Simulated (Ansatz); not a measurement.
**ClFGeH₄OSi: one species, many methods**

An exercise on one series of results from a longer session: the logs are not shown, and one member is left open.

Computed with Ansatz 0.2.0, Gaussian basis. Level: functionals in def2-TZVPP, the program's frozen cores in correlated methods.

The runs, in order: PBE-D4, r2SCAN-D4, PBE0-D4, B3LYP-D4, ωB97X-V, ωB97M-V, B2PLYP; CCSD(T)/def2-TZVPP; MP2/def2-QZVPP; extrapolation to the limit.

## Structure used throughout

All runs share one geometry, relaxed beforehand with PBE0-D4 in a triple-zeta def2 set.

SMILES `[OH][GeH]([F])[SiH2]Cl`, 9 atoms, charge 0, spin multiplicity 1.

Atoms are counted from 1 here; the program's logs count them from 0.

Bond lengths: O1–Ge2 1.765 Å, O1–H6 0.962 Å, Ge2–F3 1.745 Å, Ge2–Si4 2.396 Å, Ge2–H7 1.533 Å, Si4–Cl5 2.062 Å, Si4–H8 1.483 Å, Si4–H9 1.481 Å. Angles: Ge2–O1–H6 112.6°, O1–Ge2–F3 107.6°, O1–Ge2–Si4 109.6°, O1–Ge2–H7 105.9°, F3–Ge2–Si4 105.3°, F3–Ge2–H7 106.5°, Si4–Ge2–H7 121.3°, Ge2–Si4–Cl5 105.1°, Ge2–Si4–H8 111.6°, Ge2–Si4–H9 112.3°, Cl5–Si4–H8 108.3°, Cl5–Si4–H9 108.9°, H8–Si4–H9 110.4°.

Set-up of the first run:

Contents of in.yaml:

```yaml
crystal:
  periodic: [false, false, false]
  atoms:
    - {symbol: O, position_ang: [1.288497, 1.474842, -0.770116]}
    - {symbol: Ge, position_ang: [1.087475, -0.166812, -0.155242]}
    - {symbol: F, position_ang: [1.771207, -0.216760, 1.449920]}
    - {symbol: Si, position_ang: [-1.243506, -0.636549, 0.136383]}
    - {symbol: Cl, position_ang: [-2.100147, 1.177366, 0.612822]}
    - {symbol: H, position_ang: [0.664144, 2.094589, -0.381933]}
    - {symbol: H, position_ang: [1.975416, -1.055036, -1.033511]}
    - {symbol: H, position_ang: [-1.862754, -1.128371, -1.117836]}
    - {symbol: H, position_ang: [-1.491833, -1.589469, 1.242414]}
basis:
  gaussian: {orbitals: def2-TZVPP}
hamiltonian: {xc: pbe, dispersion: d4}
output: {forces: true, orbitals: {seedname: orbitals}}
```

Started as:

```sh
$ ansatz run in.yaml --threads 4 --pin off --events-out ev --progress --plain --max-ram 10444MiB
```

Among the steps run: PBE-D4 (GGA); r2SCAN-D4 (meta-GGA); PBE0-D4 (hybrid); B3LYP-D4 (hybrid); ωB97X-V (range-separated); ωB97M-V (range-separated); B2PLYP (double hybrid); CCSD(T) in def2-TZVPP; MP2 in def2-QZVPP.

One of the session's tables, all rows but one given; the rest of the session is left out.

```
            method  atomisation energy (kJ/mol)
            PBE-D4                       2908.9
         r2SCAN-D4                       2900.3
           PBE0-D4                       2850.2
          B3LYP-D4                       2857.2
           ωB97X-V                       2912.6
           ωB97M-V                            ?
            B2PLYP                       2841.2
     HF/def2-TZVPP                       2054.2
    MP2/def2-TZVPP                       2887.2
   CCSD/def2-TZVPP                       2775.3
CCSD(T)/def2-TZVPP                       2823.7
           MP2/CBS                       2972.5
       CCSD(T)/CBS                       2908.9
```

**Question.** Estimate the row for ωB97M-V.

As computed: atomisation energy (kJ/mol): 2884.5. In the column «atomisation energy (kJ/mol)» it lies between B3LYP-D4 (2857.2) and MP2/def2-TZVPP (2887.2).
